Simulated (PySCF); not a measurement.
**A diatomic session: TeS, part 1 of 2**

Aim: find the lowest electronic state of TeS, scan its bond at several levels of theory, and get bond length, wavenumber and dissociation energy from each curve.

Program: PySCF 2.14.0. Level of theory: Te x2c-SVPall, S x2c-SVPall, spin-free X2C with a Gaussian nucleus. These are calculated values, not measurements.

## Step 1: The job

Settings of the job:

- atoms: Te, S
- charge: 0
- basis: Te x2c-SVPall, S x2c-SVPall
- Hamiltonian: spin-free X2C with a Gaussian nucleus
- basis functions: 54
- electrons treated: 68
- masses in u: 129.9062, 31.9721
- levels: PBE0, PBE, r²SCAN, BLYP, r²SCAN0, M06-2X, HF, MP2, SCS-MP2, CCSD, CCSD(T)
- grid: 80 radial by 434 angular points
- occupations: held fixed by the projection of orbital angular momentum
- dissociation limit: Te + S, each in its ground configuration
- starting distance in angstrom: 2.305
- values of 2S to try: 0, 2, 4

Run with:

```bash
$ OMP_NUM_THREADS=1 python dia.py task.json out
```

The job searches for the state first and then visits each distance with every level. Its results follow level by level.

## Step 2: Search for the lowest state

At the starting distance of 2.305 Å the search finds these solutions (others can lie among them):

```
2Ms+1  unpaired          term  E (eV)  ⟨S²⟩  ⟨Lz²⟩  μ (D)
    3      π ↑↑           ³Σ⁻    0.00  2.01   0.00  -1.71
    1      π ↑↓  not assigned    0.22  1.01   2.01  -1.69
    1      none  not assigned    0.95  0.00   2.00  -1.69
    3      π ↑↑  not assigned    2.16  2.01   2.01  -0.82
    3  σ ↑, π ↑            ³Π    3.52  2.05   1.02  -0.99
    3  σ ↑, π ↑            ³Π    3.71  2.01   1.00  -1.30
```

6 of 14 solutions are listed, lowest first.

A term symbol stands only where ⟨S²⟩ and ⟨Lz²⟩ are near those of a pure state. A positive dipole means Te(−)S(+).

Followed over a short scan are these candidates:

```
2Ms+1    unpaired  R at minimum (Å)  energy at minimum (eV)
    3        π ↑↑              2.25                    0.00
    1        π ↑↓              2.25                    0.22
    1        none              2.25                    0.96
    5  σ ↑, π ↑↑↑     not bracketed                  ≤ 3.32
```

The search made 17 SCF attempts at the starting distance; with the short scans it took 19 s of wall time (1 thread of Oxide Virtual Turin-like (Zen 5), shared host).

## Step 3: First curve: PBE0

State followed: ³Σ⁻ (triplet), unpaired electrons π ↑↑. The scan is laid around 2.249 Å.

Log of the SCF at 2.249 Å:

```text
******** <class 'pyscf.dft.uks_symm.SymAdaptedUKS'> ********
method = SymAdaptedUKS
initial guess = minao
damping factor = 0
level_shift factor = 0
DIIS = <class 'pyscf.scf.diis.CDIIS'>
diis_start_cycle = 1
diis_space = 10
diis_damp = 0
SCF conv_tol = 1e-09
SCF conv_tol_grad = None
SCF max_cycles = 60
direct_scf = False
max_memory 909 MB (current use 299 MB)
number electrons alpha = 35  beta = 33
XC library pyscf.dft.libxc version 7.0.0
    S. Lehtola, C. Steigemann, M. J.T. Oliveira, and M. A.L. Marques.,  SoftwareX 7, 1–5 (2018)
XC functionals = PBE0
    C. Adamo and V. Barone.,  J. Chem. Phys. 110, 6158 (1999)
    M. Ernzerhof and G. E. Scuseria.,  J. Chem. Phys. 110, 5029 (1999)
small_rho_cutoff = 0
Overwritten attributes  get_hcore get_k get_jk get_j get_occ  of <class 'pyscf.dft.uks_symm.SymAdaptedUKS'>
<class 'pyscf.dft.uks_symm.SymAdaptedUKS'> does not have attributes  refdm
Set gradient conv threshold to 3.16228e-05
init E= -7191.66065607895
cycle= 1 E= -7191.6413600739  delta_E= 0.0193  |g|= 0.0149  |ddm|= 0.0616
cycle= 2 E= -7191.64135196256  delta_E= 8.11e-06  |g|= 0.0155  |ddm|= 0.0402
cycle= 3 E= -7191.64148023347  delta_E= -0.000128  |g|= 0.00791  |ddm|= 0.0276
cycle= 4 E= -7191.64152879572  delta_E= -4.86e-05  |g|= 0.000611  |ddm|= 0.0123
cycle= 5 E= -7191.6415290663  delta_E= -2.71e-07  |g|= 0.000116  |ddm|= 0.000888
cycle= 6 E= -7191.64152907615  delta_E= -9.85e-09  |g|= 4.56e-05  |ddm|= 0.000204
cycle= 7 E= -7191.6415290781  delta_E= -1.95e-09  |g|= 6.24e-06  |ddm|= 0.00011
cycle= 8 E= -7191.64152907815  delta_E= -5.28e-11  |g|= 8.83e-07  |ddm|= 2.12e-05
Extra cycle  E= -7191.64152907815  delta_E= -1.82e-12  |g|= 1.17e-06  |ddm|= 3.41e-06
converged SCF energy = -7191.64152907815  <S^2> = 2.0053554  2S+1 = 3.0035682
```

Points of the scan, energies from the lowest:

```
 R (Å)  E (eV)  μ (D)  Mulliken charge of Te (e)  Mayer bond order  ⟨S²⟩  HOMO (eV)  LUMO (eV)
1.9341  1.7008  -1.20                       0.15              2.05  2.01      -5.94      -2.84
2.0241  0.7385  -1.37                       0.16              2.04  2.01      -6.15      -3.08
2.1141  0.2219  -1.51                       0.16              2.04  2.01      -6.35      -3.30
2.1815  0.0450  -1.59                       0.15              2.04  2.01      -6.48      -3.45
2.2490  0.0000  -1.66                       0.15              2.03  2.01      -6.61      -3.59
2.3165  0.0540  -1.71                       0.15              2.03  2.01      -6.72      -3.73
2.4064  0.2357  -1.76                       0.14              2.03  2.01      -6.86      -3.90
2.5189  0.5777  -1.80                       0.13              2.03  2.00      -7.01      -4.08
2.6538  1.0780  -1.80                       0.12              2.02  2.00      -7.08      -4.27
2.8337  1.7962  -1.77                       0.11              2.02  2.00      -6.84      -4.48
```

Constants from the curve: Re = 2.243 Å, ωe = 485 cm⁻¹, ωexe = 1.30 cm⁻¹, αe = 0.000478 cm⁻¹, Be = 0.1306 cm⁻¹, De = 3.52 eV, μ = -1.66 D.

Orbitals nearest the gap at 2.249 Å:

```
spin  orbital  ε (eV)  filled              made of
   β        σ  -20.26     yes  S s 59 %, Te s 30 %
   β        σ  -15.34     yes  Te s 61 %, S s 33 %
   α        σ   -9.95     yes  S p 49 %, Te p 41 %
   β        σ   -9.41     yes  S p 49 %, Te p 40 %
   α        π   -9.29     yes  S p 58 %, Te p 41 %
   α        π   -9.29     yes  S p 58 %, Te p 41 %
   β        π   -7.92     yes  S p 54 %, Te p 43 %
   β        π   -7.92     yes  S p 54 %, Te p 43 %
   α        π   -6.61     yes  Te p 59 %, S p 40 %
   α        π   -6.61     yes  Te p 59 %, S p 40 %
   β        π   -3.59      no  Te p 56 %, S p 43 %
   β        π   -3.59      no  Te p 56 %, S p 43 %
   α        σ   -0.97      no  Te p 55 %, S p 36 %
   α        σ    4.57      no            Te s 92 %
```

Polarisability there: 74.1 bohr³ along the bond, 27.8 across it. Without diffuse functions these come out too small, above all across the bond.

## Step 4: Orbitals, density and potential

The fields below are evaluated on a grid from the run's orbitals.

Frontier orbitals at PBE0 (alpha spin), with the share of their density that lies nearest to each atom:

```
orbital  energy (eV)            lies on
   HOMO        -6.61  Te1 61 %; S2 39 %
   LUMO        -0.97  Te1 61 %; S2 39 %
```

ELF in a plane through or near 2 of the atoms.

Values, 10 rows by 14 columns:
```
0.00 0.00 0.02 0.09 0.22 0.21 0.06 0.01 0.00 0.01 0.00 0.00 0.00 0.00
0.00 0.03 0.26 0.49 0.64 0.57 0.23 0.07 0.12 0.31 0.28 0.07 0.00 0.00
0.00 0.10 0.43 0.70 0.81 0.74 0.42 0.22 0.44 0.65 0.59 0.32 0.08 0.00
0.01 0.15 0.61 0.76 0.56 0.44 0.49 0.46 0.78 0.89 0.85 0.53 0.23 0.01
0.02 0.16 0.60 0.51 0.61 0.68 0.24 0.63 0.26 0.25 0.78 0.64 0.29 0.04
0.02 0.15 0.58 0.44 0.72 0.37 0.26 0.66 0.14 0.83 0.61 0.65 0.29 0.04
0.02 0.16 0.63 0.64 0.32 0.39 0.35 0.56 0.73 0.55 0.89 0.59 0.27 0.03
0.01 0.13 0.53 0.79 0.78 0.68 0.52 0.35 0.64 0.81 0.74 0.44 0.17 0.00
0.00 0.07 0.38 0.63 0.77 0.70 0.35 0.16 0.33 0.55 0.51 0.24 0.04 0.00
0.00 0.00 0.11 0.30 0.47 0.42 0.14 0.03 0.03 0.09 0.07 0.01 0.00 0.00
```
The map spans 7.4 Å across and 5.2 Å up, centred on the molecule. Atoms in the plane (x, y in Å): Te1 (-1.1, 0.0), S2 (1.1, 0.0).

On the surface of density 0.002 e/bohr³ the electrostatic potential runs, from the 1st to the 99th percentile, from -0.39 V near S2 to 1.47 V near Te1.

The spin density lies nearest to Te1 58 %; S2 42 %.

## Step 5: Excited determinants

State 2: Ms = 0 determinant of mixed spin (⟨S²⟩ = 1.01), unpaired electrons π ↑↓, an excited solution.

Log of the SCF at 2.249 Å:

```text
[... 13 set-up lines left out, the same as in an earlier log ...]
max_memory 909 MB (current use 351 MB)
number electrons alpha = 34  beta = 34
[... 7 set-up lines left out, the same as in an earlier log ...]
init E= -7191.65258694258
cycle= 1 E= -7191.63309163591  delta_E= 0.0195  |g|= 0.0149  |ddm|= 0.0614
cycle= 2 E= -7191.63307217503  delta_E= 1.95e-05  |g|= 0.0159  |ddm|= 0.0404
cycle= 3 E= -7191.63320169336  delta_E= -0.00013  |g|= 0.00861  |ddm|= 0.029
cycle= 4 E= -7191.63325961512  delta_E= -5.79e-05  |g|= 0.000575  |ddm|= 0.0132
cycle= 5 E= -7191.63325985542  delta_E= -2.4e-07  |g|= 9.86e-05  |ddm|= 0.000827
cycle= 6 E= -7191.63325986187  delta_E= -6.45e-09  |g|= 3.63e-05  |ddm|= 0.000159
cycle= 7 E= -7191.63325986296  delta_E= -1.1e-09  |g|= 5.23e-06  |ddm|= 7.19e-05
cycle= 8 E= -7191.63325986299  delta_E= -2.18e-11  |g|= 7.59e-07  |ddm|= 1.28e-05
Extra cycle  E= -7191.63325986299  delta_E= -7.28e-12  |g|= 1.38e-06  |ddm|= 3.02e-06
converged SCF energy = -7191.63325986299  <S^2> = 1.0058531  2S+1 = 2.241297
```

Re = 2.244 Å, ωe = 483 cm⁻¹; the determinant mixes terms (⟨S²⟩ = 1.01, ⟨Lz²⟩ = 2.01), so these belong to no real state. Its minimum lies 0.23 eV above that of the lowest state.

State 3: singlet, one real π or δ orbital doubly filled (a mixture of terms), an excited solution.

Log of the SCF at 2.249 Å:

```text
[... 22 set-up lines left out, the same as in an earlier log ...]
init E= -7191.62637380295
cycle= 1 E= -7191.60612502075  delta_E= 0.0202  |g|= 0.0149  |ddm|= 0.0615
cycle= 2 E= -7191.606091024  delta_E= 3.4e-05  |g|= 0.0164  |ddm|= 0.0408
cycle= 3 E= -7191.60621565304  delta_E= -0.000125  |g|= 0.00986  |ddm|= 0.0311
cycle= 4 E= -7191.60629286026  delta_E= -7.72e-05  |g|= 0.000434  |ddm|= 0.0146
cycle= 5 E= -7191.6062930006  delta_E= -1.4e-07  |g|= 4.53e-05  |ddm|= 0.000683
cycle= 6 E= -7191.60629300177  delta_E= -1.17e-09  |g|= 9.42e-06  |ddm|= 0.000103
cycle= 7 E= -7191.60629300184  delta_E= -7.28e-11  |g|= 4.78e-07  |ddm|= 1.79e-05
Extra cycle  E= -7191.60629300184  delta_E=    0  |g|= 7.69e-07  |ddm|= 1.92e-06
converged SCF energy = -7191.60629300184  <S^2> = -1.4210855e-14  2S+1 = 1
```

Re = 2.247 Å, ωe = 480 cm⁻¹; the determinant mixes terms (⟨S²⟩ = 0.00, ⟨Lz²⟩ = 2.00), so these belong to no real state. Its minimum lies 0.96 eV above that of the lowest state.

State 4: ⁵Π (quintet), unpaired electrons σ ↑, π ↑↑↑, an excited solution.

The SCF at the reference distance, 2.249 Å, printed:

```text
[... 14 set-up lines left out, the same as in an earlier log ...]
number electrons alpha = 36  beta = 32
[... 7 set-up lines left out, the same as in an earlier log ...]
init E= -7191.48007328704
cycle= 1 E= -7191.46831074408  delta_E= 0.0118  |g|= 0.00969  |ddm|= 0.202
cycle= 2 E= -7191.46835595309  delta_E= -4.52e-05  |g|= 0.00675  |ddm|= 0.0581
cycle= 3 E= -7191.46838279547  delta_E= -2.68e-05  |g|= 0.00166  |ddm|= 0.0179
cycle= 4 E= -7191.46838465396  delta_E= -1.86e-06  |g|= 0.000682  |ddm|= 0.00421
cycle= 5 E= -7191.46838502742  delta_E= -3.73e-07  |g|= 0.000117  |ddm|= 0.00157
cycle= 6 E= -7191.46838504152  delta_E= -1.41e-08  |g|= 2.42e-05  |ddm|= 0.000371
cycle= 7 E= -7191.46838504218  delta_E= -6.66e-10  |g|= 7.86e-06  |ddm|= 9.26e-05
Extra cycle  E= -7191.46838504219  delta_E= -3.64e-12  |g|= 8.61e-06  |ddm|= 3.29e-05
converged SCF energy = -7191.46838504219  <S^2> = 6.0040779  2S+1 = 5.0016309
```

Re = 2.872 Å, ωe = 220.6 cm⁻¹, ωexe = 0.793 cm⁻¹, αe = 0.000385 cm⁻¹, Be = 0.07966 cm⁻¹, μ = -1.32 D. Its minimum lies 2.80 eV above that of the lowest state.

Energy (eV) from the lowest point of the lowest state:

```
R (Å)  lowest  state 2  state 3  state 4
1.934   1.701    1.938    2.692    9.602
2.024   0.738    0.972    1.720    7.664
2.114   0.222    0.452    1.195    6.213
2.182   0.045    0.273    1.011    5.377
2.249   0.000    0.225    0.959    4.711
2.317   0.054    0.276    1.006    4.187
2.406   0.236    0.455    1.179    3.665
2.519   0.578    0.793    1.510    3.229
2.654   1.078    1.289    1.999    2.936
2.834   1.796    2.003    2.703    2.799
```

## Step 6: PBE (GGA)

Output of the SCF at 2.249 Å:

```text
[... 17 set-up lines left out, the same as in an earlier log ...]
XC functionals = PBE
    J. P. Perdew, K. Burke, and M. Ernzerhof.,  Phys. Rev. Lett. 77, 3865 (1996)
    J. P. Perdew, K. Burke, and M. Ernzerhof.,  Phys. Rev. Lett. 78, 1396 (1997)
    J. P. Perdew, K. Burke, and M. Ernzerhof.,  Phys. Rev. Lett. 77, 3865 (1996)
    J. P. Perdew, K. Burke, and M. Ernzerhof.,  Phys. Rev. Lett. 78, 1396 (1997)
[... 2 set-up lines left out, the same as in an earlier log ...]
init E= -7191.52765696837
cycle= 1 E= -7191.52869851541  delta_E= -0.00104  |g|= 0.0118  |ddm|= 0.115
cycle= 2 E= -7191.52675864195  delta_E= 0.00194  |g|= 0.0499  |ddm|= 0.0921
cycle= 3 E= -7191.52882403706  delta_E= -0.00207  |g|= 0.00239  |ddm|= 0.0701
cycle= 4 E= -7191.52882788874  delta_E= -3.85e-06  |g|= 0.000829  |ddm|= 0.00623
cycle= 5 E= -7191.52882827631  delta_E= -3.88e-07  |g|= 0.000265  |ddm|= 0.00145
cycle= 6 E= -7191.52882833866  delta_E= -6.24e-08  |g|= 2.95e-05  |ddm|= 0.00046
cycle= 7 E= -7191.52882833919  delta_E= -5.33e-10  |g|= 1.49e-05  |ddm|= 6.93e-05
Extra cycle  E= -7191.5288283358  delta_E= 3.39e-09  |g|= 6.6e-05  |ddm|= 0.000114
converged SCF energy = -7191.5288283358  <S^2> = 2.0018378  2S+1 = 3.0012249
```

Re = 2.275 Å, ωe = 451 cm⁻¹, ωexe = 1.35 cm⁻¹, αe = 0.000507 cm⁻¹, Be = 0.1269 cm⁻¹, De = 3.97 eV, μ = -1.54 D. 16 s of CPU time for 12 points, integrals apart.

(Continued in part 2 of 2.)
